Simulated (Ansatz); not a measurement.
# Na: a relaxation

The task is a relaxation on Na.

Program: Ansatz 0.2.0. Level of theory: DFT, PBEsol, PAW with Ansatz's default frozen-core files, scalar-relativistic; relaxation of cell and atoms. These are calculated values, not measurements.

## (1) Starting point

It takes space group Im-3m (No. 229, cubic). The conventional cell has a = 4.282 Å, b = 4.282 Å, c = 4.282 Å, α = 90.00°, β = 90.00°, γ = 90.00°. Na (site symmetry m-3m) has 8 Na at 3.71 Å as nearest neighbours.

Structure file:

```cif
data_structure
_symmetry_space_group_name_H-M 'P 1'
_symmetry_Int_Tables_number 1
_cell_length_a 3.7083
_cell_length_b 3.7083
_cell_length_c 3.7083
_cell_angle_alpha 109.471
_cell_angle_beta 109.471
_cell_angle_gamma 109.471
_cell_volume 39.26
loop_
_atom_site_label
_atom_site_type_symbol
_atom_site_fract_x
_atom_site_fract_y
_atom_site_fract_z
_atom_site_occupancy
Na1 Na 0.00000 0.00000 0.00000 1
```

## (2) The calculation

File input.yaml:

```yaml
crystal:
  lattice:
    - [-2.141, 2.141, 2.141]
    - [2.141, -2.141, 2.141]
    - [2.141, 2.141, -2.141]
  atoms:
    - { symbol: Na, position: [0.0, 0.0, 0.0] }
kpoints:
  mp_grid: { grid: [14, 14, 14] }
scf:
  occupations: { method: fixed }
  max_iter: 60
hamiltonian:
  xc: pbesol
  pseudopotentials: { kind: paw }
relax:
  f_tol: 0.002
  max_steps: 80
  cell: {}
output:
  forces: true
  stress: true
```

The run is started by

```console
ansatz run input.yaml --threads 1 --pin off --max-ram 3072MiB --backend cpu --events-out ev --progress --plain --runs-dir out
```

Q: Will this input give a usable result? If not, why, and what should change?

The run ended at the input check. Its message: «inconsistent input (scf.occupations.method, magnetization): a σ = 0 step fill (method: fixed, or a smearing width below the step floor) cannot realise an odd electron count (9) without a locked total moment ...»

The suspect setting: scf.occupations.method is fixed. A step filling can't move electrons between bands or spin channels.

Remedy: set scf.occupations.method to fermi_dirac.
